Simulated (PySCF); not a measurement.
# C2H5Br (bromoethane): the cost of one run

Programs: PySCF 2.14.0, with routines of our own; each step states its level. All values are computed. Atoms count from 0.

## 1. The system as given

8 atoms, charge 0, multiplicity 1; geometry from: GFN2-xTB.

## 2. Optimising the geometry at PBE0-D3(BJ)/def2-TZVP

Job settings and geometry (Å):

```
{"job": {"xc": "PBE0", "basis": "def2-TZVP", "d3": "d3bj", "grid": 2, "kind": "geom"}, "charge": 0, "multiplicity": 1}
C     -0.781872     0.213734    -0.013178
C      0.612988    -0.369311     0.039855
Br     1.967584     1.018117    -0.244545
H     -0.973133     0.669978    -0.982404
H     -1.511192    -0.578264     0.149446
H     -0.913595     0.971115     0.756973
H      0.774595    -1.108919    -0.743083
H      0.833682    -0.807038     1.012372
```

Run with:

```bash
$ OMP_NUM_THREADS=1 python excited_run.py task.json out
```

The driver reads the jobs from task.json and runs them one after another.

**Question.** How long does this first job take on 1 thread of Arm Neoverse V2, shared host, and how much memory does it need?

About 13 s, with a peak of 0.68 GiB.
